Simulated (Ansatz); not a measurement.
Consider the interaction energy of a dimer with the counterpoise correction of CH4SSi, SMILES C[Si]S (the Python package of Ansatz (0.2.0)).

`ch4ssi_dimer.py`:
```python
"""Binding of a CH4SSi dimer at a trial geometry."""

import ansatz as az

BASIS = "def2-SVP"
XC = "hf"

FIRST = [
    ("C", (-0.8688, 0.6167, -0.2348)),
    ("Si", (0.2933, -0.0457, 0.9472)),
    ("S", (1.6148, -1.3325, -0.1234)),
    ("H", (-1.4248, -0.1144, -0.7408)),
    ("H", (-0.4166, 1.2361, -1.0459)),
    ("H", (-1.6243, 1.343, 0.2573)),
    ("H", (2.4267, -1.7033, 0.9401)),
]
SECOND = [
    ("C", (3.5465, 0.4515, 1.9036)),
    ("Si", (2.6553, 0.8598, 3.3954)),
    ("S", (1.5701, 2.6545, 3.0085)),
    ("H", (4.2085, 1.1998, 1.5849)),
    ("H", (2.9067, 0.2453, 1.0124)),
    ("H", (4.1595, -0.5242, 2.0158)),
    ("H", (0.9458, 2.7725, 4.2431)),
]

def energy(atoms, ghosts=()):
    molecule = az.Crystal.molecule()
    for symbol, xyz in atoms:
        molecule = molecule.atom(symbol, xyz)
    calc = (
        molecule.calculation()
        .basis(gaussian=BASIS)
        .functional(XC)
        .scf(lower_state_search="standard")
    )
    deck = calc.input()
    if ghosts:
        deck = deck.set(az.key.basis.gaussian.ghost_atoms, [{"symbol": s, "position_ang": list(xyz)} for s, xyz in ghosts])
    return az.Session.from_dict(deck).plan().execute().report["free_energy_ev"]


def main() -> None:
    # monomers in their own basis and in the basis of the dimer
    both = energy(FIRST + SECOND)
    alone = energy(FIRST) + energy(SECOND)
    ghosted = energy(FIRST, SECOND) + energy(SECOND, FIRST)
    print(f"dimer {both:.6f} eV")
    print(f"interaction, uncorrected   {(both - alone):8.3f} eV")
    print(f"interaction, counterpoise  {(both - ghosted):8.3f} eV")
    print(f"basis-set superposition    {(alone - ghosted):8.3f} eV")


if __name__ == "__main__":
    main()
```

How large is the interaction at this pose, and how much of it is basis-set superposition?

Uncorrected it is 0.595 eV, with the counterpoise correction 0.679 eV; the difference, 0.08 eV, is the superposition error. In this basis both values are repulsive.

The output:

Running `python ch4ssi_dimer.py` prints:
```text
dimer -39531.704423 eV
interaction, uncorrected      0.595 eV
interaction, counterpoise     0.679 eV
basis-set superposition       0.084 eV
```

The settings weren't tested for convergence. The dimer is a generated trial pose of unrelaxed monomers, not a minimum, so the figure is no binding energy, and the basis set is small. Hartree-Fock leaves correlation out, so bond, atomisation and ionisation energies come out well too low. This level lacks the dispersion part of the attraction (electrostatics and induction are there), which can decide the sign where the interaction is weak. Hardware and time: 5.6 s on 1 thread of Intel(R) Xeon(R) 6975P-C (Granite Rapids), with other jobs on the host, peak memory 0.38 GiB.

(Lines on the test bed's own set-up are left out of the output.)
